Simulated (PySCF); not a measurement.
# EuH3N (Eu(NH3)3+): the cost of one run

Program: PySCF 2.14.0. Level of theory: TPSS, Eu lcecp-1-SVP with ECP52, N def2-SVP, H def2-SVP; scalar-relativistic core potentials, no spin–orbit coupling. These are calculated values, not measurements.

4 further runs of the same task are left out: 2 for a known fault of the program, 1 that didn't finish, 1 set aside as unsound or not needed.

**1. The starting structure**

5 atoms, charge 3, spin multiplicity 1.

Bond lengths: Eu1–N2 2.379 Å, N2–H3 1.054 Å, N2–H4 1.054 Å, N2–H5 1.054 Å. Angles: Eu1–N2–H3 115.7°, Eu1–N2–H4 115.7°, Eu1–N2–H5 115.7°, H3–N2–H4 102.6°, H3–N2–H5 102.6°, H4–N2–H5 102.6°.

Coordinates:

```xyz
5
charge 3, multiplicity 1
Eu    0.00000    0.00000   -0.16461
N     0.00000    0.00000    2.21457
H     0.94986    0.00004    2.67125
H    -0.47496    0.82258    2.67125
H    -0.47490   -0.82262    2.67125
```

Formal oxidation states: Eu +3. Each metal's 6 4f electrons lie in its core potential, so multiplicities, spins and levels count the valence alone. An earlier session relaxed this geometry at TPSS, Eu lcecp-1-SVP with ECP52, N def2-SVP, H def2-SVP (singlet, point group C3v).

Its energy there is -90.537652 Eh.

**2. Atoms moved at random, σ = 0.1 Å**

run.py (the lines that set the calculation) reads:

```python
mol = gto.M(atom='''
Eu     0.04288     0.02494    -0.12365
N     -0.09620    -0.04154     2.15123
H      1.01415     0.02118     2.56587
H     -0.51873     0.81116     2.62773
H     -0.44211    -0.81573     2.84254''',
    basis={'Eu': 'lcecp-1-SVP', 'N': 'def2-SVP', 'H': 'def2-SVP'},
    ecp={'Eu': 'lcecp-1-SVP'},
    charge=3, spin=0)
mf = dft.RKS(mol, xc='TPSS')
mf.grids.atom_grid = (50, 194)  # f atoms: unpruned, at least (60, 302)
mf = mf.density_fit()  # fitting sets: Eu AutoAux, N def2-universal-JKFIT, H def2-universal-JKFIT
mf.conv_tol = 1e-08; mf.max_cycle = 55
mf.kernel(dm0)  # dm0: the density of the relaxed state
```

Run with:

```console
$ OMP_NUM_THREADS=2 python run.py
```

**Question.** How long does this run take on 2 threads of Arm Neoverse V2, shared host?

About 1.9 s.
